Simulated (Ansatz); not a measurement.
Crystal: IrRu.

```xyz
2
Lattice="2.7249 0.0000 0.0000 -1.3625 2.3598 0.0000 0.0000 0.0000 4.3307" Properties=species:S:1:pos:R:3 pbc="T T T"
Ir    0.0000    0.0000    2.1653
Ru    1.3625    0.7866    0.0000
```

The cell comes from a database or a generator and needn't be the stable form of this composition.

```yaml
Program: Ansatz 0.2.0
Task: relaxation of cell and atoms
Functional: PBE
Potentials_or_basis: Ansatz PAW
Cutoff: "420 eV (not typed: the program's choice for these potentials)"
k_mesh: 11 × 11 × 6
Occupations: fermi-dirac, width 0.05 eV
Spin: no spin polarisation
```

At the start: volume 13.92 Å³/atom.

Task: Where does the relaxation end?

Result: It ends after 4 steps and the volume is 14.13 Å³/atom (+1.5 %); space group P-6m2 (No. 187, to 0.05 Å).

Step by step:
| step | energy change (eV) | largest force (eV/Å) | volume (Å³) |
| --- | --- | --- | --- |
| 1 | 0.0000 | 0.0000 | 27.85 |
| 2 | -0.0066 | 0.0000 | 28.29 |
| 3 | -0.0066 | 0.0000 | 28.27 |
| 4 | -0.0068 | 0.0000 | 28.27 |

Final structure:
```cif
data_structure
_symmetry_space_group_name_H-M 'P 1'
_symmetry_Int_Tables_number 1
_cell_length_a 2.7412
_cell_length_b 2.7412
_cell_length_c 4.3441
_cell_angle_alpha 90.000
_cell_angle_beta 90.000
_cell_angle_gamma 120.000
_cell_volume 28.27
loop_
_atom_site_label
_atom_site_type_symbol
_atom_site_fract_x
_atom_site_fract_y
_atom_site_fract_z
_atom_site_occupancy
Ir1 Ir 0.00000 0.00000 0.50000 1
Ru1 Ru 0.66667 0.33333 0.00000 1
```

Caveat: the plane-wave basis is chosen anew once the cell has moved, so the energies of steps on either side of that aren't comparable.
